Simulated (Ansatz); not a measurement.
AlCo, space group Pm-3m, a check of PAW against all-electron LAPW

Program: Ansatz 0.2.0, Python API.

Notebook, run cell by cell (the value of a cell's last expression is shown):

```python
import ansatz as az
import numpy as np


def count_gap(report):
    # lowest empty less highest filled band, counting bands; zero where they overlap
    return max(report.get("gap_by_band_count_ev") or 0.0, 0.0)
```

```python
alco = (
    az.Lattice.cubic(2.81940321)
    .space_group(221)
    .atom("Al", [0.0, 0.0, 0.0])
    .atom("Co", [0.5, 0.5, 0.5])
    .moments(Co=1.8)
)
```

```python
alco.resolved().tree()["lattice"]
```

    ((2.81940321, 0.0, 0.0), (1.7263865583161364e-16, 2.81940321, 0.0),
     (1.7263865583161364e-16, 1.7263865583161364e-16, 2.81940321))

```python
setup = alco.calculation()
setup = setup.functional("PBE")
setup = setup.kpoints(12, center="gamma").occupations("fermi_dirac", width=0.15)
setup = setup.spin("collinear").scf(tolerance=1e-09)
setup = setup.stress().forces()
setup = setup.band_table()
variants = {
    "PAW": setup.pseudopotentials("paw"),
    "LAPW": setup.pseudopotentials("all_electron", lapw=True),
}
rows = []
for label, variant in variants.items():
    r = variant.run().report
    levels = np.array(r["eigenvalues_ev"][0]) - r["fermi_energy_ev"]
    print(label, "levels at the first k-point near E_F:", np.round(levels[np.abs(levels) < 5], 3))
    rows.append((label, r["n_electrons"], np.trace(r["stress_gpa"]) / 3, count_gap(r), r["magnetization_mub"]))
lines = [",".join(["treatment", "electrons in bands", "P GPa", "gap by band count eV", "moment muB"])] + [",".join(f"{v:.4f}" if isinstance(v, float) else str(v) for v in row) for row in rows]
print("\n".join(lines))
with open("paw_lapw.csv", "w") as handle:
    handle.write("\n".join(lines) + "\n")
```

    DeckWarning: basis.ecutwfc = 420 eV, auto-derived from the records' recommended cutoffs: set by Al (normal level)
    DeckWarning: output.stress: scf.convergence.dr2_threshold = 1e-9 eV is looser than the 2e-10 eV advised for a printed stress (1e-10 eV for each atom of the cell: 2). What an SCF threshold leaves in a stress goes as its square root, and in the free energy as the threshold itself, and one threshold admits the most on a [...]
    RunWarning: the starting moments were not kept: the SCF closed with an absolute magnetisation of 1.2e-6 μB, where they sum to 1.8 μB in size (1 site). That is at most 0.1 of that sum. Measured as dr2_m measures the in/out step, that magnetisation stands 3.1e-12 eV from none, at or under the dr2_threshold of 1.0e-9 eV: [...]
    PAW levels at the first k-point near E_F: [-3.048 -3.048 -0.801 -0.801 -0.801]
    LAPW levels at the first k-point near E_F: [-3.046 -3.046 -0.8   -0.8   -0.8  ]
    treatment,electrons in bands,P GPa,gap by band count eV,moment muB
    PAW,20.0000,7.0445,0.0000,0.0000
    LAPW,28.0000,6.9843,0.0000,-0.0000

PAW gives 7.044 GPa and LAPW 6.984 GPa, 0.06 GPa apart. They took 4.9 and 52.5 s of processor time.

Reading the output:
- The SCF didn't keep the moments it started from (some shrank, vanished or turned); what is printed is the state reached.
- The computed bands are complete only to about 5.6 eV above the Fermi level.
- A Fermi-Dirac width this large means warm electrons, whose thermal share enters the free energy.
- A gap by band count of zero or less means overlapping bands, a metal.
- At these settings the cell as given stands under about 7 GPa, so it isn't at this functional's equilibrium volume.
- This cell is a computed structure, which may not be the phase found in nature.
- Gaps and levels are Kohn-Sham values on a finite set of k-points.
- Warnings are shown shortened and without file and line.
- Pressure is positive in compression; the treatments may keep other shells as core, so totals and counts of electrons can differ.
- Wall time of the script: 58 s on 1 thread of Arm Neoverse V2 (shared host), peak memory 0.69 GiB.
